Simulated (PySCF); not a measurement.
# Rb: changing the method

What do other methods print for Rb?

Method: method and basis as typed in the scripts; program: PySCF 2.14.0.

5 further runs of the same task are left out: 2 for a known fault of the program, 3 that didn't finish.

### Step 1. The atom

Rb: 1 atom, charge 0, spin multiplicity 2.

### Step 2. The base run

The input, input.py:

```python
from pyscf import gto, scf, mcscf, mrpt

mol = gto.M(
    atom='Rb 0 0 0',
    basis='ano-rcc-vdzp',
    charge=0,
    spin=1,
    verbose=4,
)
mf = scf.ROHF(mol)
mf = mf.sfx2c1e()
mf.kernel()
mc = mcscf.CASSCF(mf, 5, 3)
mc.kernel()
mc.analyze()
mrpt.NEVPT(mc).kernel()
mf.dip_moment()
print('orbital energies (hartree):', mf.mo_energy[..., max(0, mol.nelec[1]-3):mol.nelec[0]+3].round(4))
```

Command:

```bash
OMP_NUM_THREADS=1 python input.py
```

### Step 3. MP2 (UHF)

Run 1 changes step after the SCF: nevpt2 → mp2; SCF type: ROHF → UHF; frozen orbitals: none → 9.

The input, input.py:

```python
from pyscf import gto, scf, mp

mol = gto.M(
    atom='Rb 0 0 0',
    basis='ano-rcc-vdzp',
    charge=0,
    spin=1,
    verbose=4,
)
mf = scf.UHF(mol)
mf = mf.sfx2c1e()
mf.kernel()
mp.MP2(mf, frozen=9).kernel()
mf.dip_moment()
print('orbital energies (hartree):', [e[max(0, n-3):n+3].round(4) for e, n in zip(mf.mo_energy, mol.nelec)])
```

### Step 4. EOM-EA

Run 2 changes step after the SCF: nevpt2 → eomea; frozen orbitals: none → 9; number of roots: none → 4.

The input, input.py:

```python
from pyscf import gto, scf, cc

mol = gto.M(
    atom='Rb 0 0 0',
    basis='ano-rcc-vdzp',
    charge=0,
    spin=1,
    verbose=4,
)
mf = scf.ROHF(mol)
mf = mf.sfx2c1e()
mf.kernel()
mycc = cc.CCSD(mf, frozen=9)
mycc.kernel()
e = mycc.eaccsd(nroots=4)[0]
print('roots (eV) =', (e*27.211386).round(3))
mf.dip_moment()
print('orbital energies (hartree):', mf.mo_energy[..., max(0, mol.nelec[1]-3):mol.nelec[0]+3].round(4))
```

### Step 5. Population analysis

Run 3 changes step after the SCF: nevpt2 → analyze.

The input, input.py:

```python
from pyscf import gto, scf

mol = gto.M(
    atom='Rb 0 0 0',
    basis='ano-rcc-vdzp',
    charge=0,
    spin=1,
    verbose=4,
)
mf = scf.ROHF(mol)
mf = mf.sfx2c1e()
mf.kernel()
mf.analyze()
print('orbital energies (hartree):', mf.mo_energy[..., max(0, mol.nelec[1]-3):mol.nelec[0]+3].round(4))
```

### Step 6. SCF alone

Run 4 changes step after the SCF: nevpt2 → none.

input.py, as its differences from that of step 2:

```diff
@@ -1,2 +1,2 @@
-from pyscf import gto, scf, mcscf, mrpt
+from pyscf import gto, scf
 
@@ -12,6 +12,2 @@
 mf.kernel()
-mc = mcscf.CASSCF(mf, 5, 3)
-mc.kernel()
-mc.analyze()
-mrpt.NEVPT(mc).kernel()
 mf.dip_moment()
```

### Step 7. M062x (ROKS)

Run 5 changes functional: none (Hartree–Fock) → m062x; SCF type: ROHF → ROKS; step after the SCF: nevpt2 → analyze.

The input, input.py:

```python
from pyscf import gto, dft

mol = gto.M(
    atom='Rb 0 0 0',
    basis='ano-rcc-vdzp',
    charge=0,
    spin=1,
    verbose=4,
)
mf = dft.ROKS(mol, xc='m062x')
mf = mf.sfx2c1e()
mf.kernel()
mf.analyze()
print('orbital energies (hartree):', mf.mo_energy[..., max(0, mol.nelec[1]-3):mol.nelec[0]+3].round(4))
```

Q: Predict the outcome of this session. Wanted: for each run, E(SCF); from base; gap, α spin; after the SCF.

As calculated:

```
                run  E(SCF) (hartree)  from base (eV)  cycles  gap, α spin (eV)                                                                 after the SCF
               base      -2979.072450               0       6               n/a  NEVPT2 correlation -4.389 eV (from the SCF energy, the CASSCF gain included)
          MP2 (UHF)      -2979.072534         -0.0023       7              4.30                                        MP2 correlation -4.076 eV, core frozen
             EOM-EA      -2979.072450          0.0000       6               n/a                  CCSD correlation -4.252 eV, core frozen, first root -0.08 eV
population analysis      -2979.072450          0.0000       6               n/a                                                                           n/a
          SCF alone      -2979.072450          0.0000       6               n/a                                                                           n/a
       m062x (ROKS)      -2981.120526  not comparable       5               n/a                                                                           n/a
```

**Reading.** Total energies of different functionals can't be compared with each other; differences within one functional can.
